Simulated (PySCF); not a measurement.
Wanted: an ASE script for a PySCF 2.14.0 run.

* Task: MP2 correlation energy
* Functional: HF
* Potentials or basis: cc-pvdz (all-electron)
* k mesh: 1 × 1 × 1
* Occupations: fixed
* Spin: no spin polarisation
* Exponents discarded below (exp_to_discard): 0 1/bohr^2
* Frozen core bands: 9
* conv_tol: 1e-08 Ha
* max_cycle: 60
* exxdiv: ewald
* Relativity: none
* Coulomb method: Gaussian density fitting (GDF)
* Three-centre integrals: read from an earlier run's file

The structure of BNCFSH3 lies in BH3CSNF.cif:

```cif
data_BH3CSNF
_cell_length_a 12.00000000
_cell_length_b 15.00000000
_cell_length_c 12.00000000
_cell_angle_alpha 90.00000000
_cell_angle_beta 90.00000000
_cell_angle_gamma 90.00000000
_space_group_name_H-M_alt 'P1'
_space_group_name_Hall 'P 1'
_space_group_IT_number 1
loop_
_space_group_symop_operation_xyz
'x,y,z'
loop_
_atom_site_label
_atom_site_type_symbol
_atom_site_symmetry_multiplicity
_atom_site_Wyckoff_symbol
_atom_site_fract_x
_atom_site_fract_y
_atom_site_fract_z
_atom_site_occupancy
B1 B 1 a 0.5024700000 0.6411930000 0.5399290000 1
N1 N 1 a 0.5089280000 0.5532800000 0.5188220000 1
C1 C 1 a 0.5093980000 0.4738510000 0.5021470000 1
F1 F 1 a 0.5123490000 0.4363600000 0.3999480000 1
S1 S 1 a 0.5221610000 0.3909060000 0.6081330000 1
H1 H 1 a 0.4125330000 0.6748160000 0.5522360000 1
H2 H 1 a 0.5894940000 0.6866360000 0.5470050000 1
H3 H 1 a 0.5207170000 0.3186880000 0.5384410000 1
```

The cell isn't the ideal one: atoms moved at random, drawn with an rms of 0.05 Å.

One way to write it, as run:

run.py

```python
import json
import numpy as np
from pyscf.pbc import gto, scf, dft, df
from pyscf.pbc.tools import pyscf_ase
from ase.io import read

atoms = read('BH3CSNF.cif')
cell = pyscf_ase.cell_from_ase(atoms)
cell.basis = 'cc-pvdz'
cell.exp_to_discard = 0
cell.precision = 1e-08
cell.max_memory = 2520  # MB
cell.verbose = 4
cell.build()

res = {}
kpts = cell.make_kpts([1, 1, 1])
mf = scf.KRHF(cell, kpts, exxdiv='ewald')
mf = mf.density_fit()
mf.with_df._cderi = 'cderi.h5'  # three-centre integrals saved by an earlier run on this cell, basis and mesh
mf.conv_tol = 1e-08
mf.max_cycle = 60

mf.kernel()
res.update(converged=bool(mf.converged), e_tot=mf.e_tot, nelec=cell.nelectron, nao=cell.nao, mesh=list(map(int, cell.mesh)), a=cell.lattice_vectors().tolist(), coords=cell.atom_coords().tolist(),
           mo_energy=[np.real(x).tolist() for x in mf.mo_energy], mo_occ=[np.real(x).tolist() for x in mf.mo_occ])
import h5py
print('fit functions by k pair:', sorted({v['0'].shape[0] for v in h5py.File(mf.with_df._cderi)['j3c'].values()}))
res.update(kpts=cell.get_scaled_kpts(kpts).tolist())
res['parts'] = {k: float(np.real(v)) for k, v in mf.scf_summary.items() if np.isscalar(v)}
json.dump(res, open('results.json', 'w'))
if not mf.converged:
    raise SystemExit('SCF not converged')

print('levels (eV)')
for i, kp in enumerate(res['kpts'][:40]):
    print('k %7.4f %7.4f %7.4f  ' % tuple(kp), ' '.join('%.3f' % (x * 27.211386) for x in res['mo_energy'][i][:28]))

# Mulliken populations
dm, s = np.asarray(mf.make_rdm1()), np.asarray(mf.get_ovlp())
sites = cell.aoslice_by_atom()[:, 2:]
tot = np.einsum('kij,kji->i', dm, s).real / len(kpts)
res['mulliken'] = [cell.atom_charge(i) - tot[a0:a1].sum() for i, (a0, a1) in enumerate(sites)]
print('Mulliken charges', np.round(res['mulliken'], 5))

from pyscf.pbc import mp
pt = mp.KMP2(mf, frozen=9)
pt.kernel(with_t2=False)
res.update(e_corr=pt.e_corr, e_ss=getattr(pt, 'e_corr_ss', None), e_os=getattr(pt, 'e_corr_os', None))
res['done'] = True
json.dump(res, open('results.json', 'w'))
```

Potentials or basis: cc-pvdz (all-electron).

Command:

```console
$ OMP_NUM_THREADS=2 python -u run.py > log
```

It gave:

```yaml
Gap_between_the_frontier_levels: 13.65 eV
Mulliken_charges: B +0.13; N -0.15; C +0.34; F -0.26; S -0.00; H -0.08, +0.12 e
MP2_correlation_energy_per_cell: -18.740 eV
```

Caveat: the basis is small and the box finite, so much correlation energy is missing and levels can be off by tenths of an eV; Mulliken charges move with the basis; this is a molecule in a periodic box at the Γ point, so its band gap is the HOMO-LUMO gap; total energy, band gap and charges are those of the mean-field reference; the basis of atomic orbitals isn't converged, which shifts pressures, moduli and gaps.

Run time: 16 s on 2 threads of Intel(R) Xeon(R) Processor @ 2.70GHz, on a shared host, peak memory 1.9 GiB.
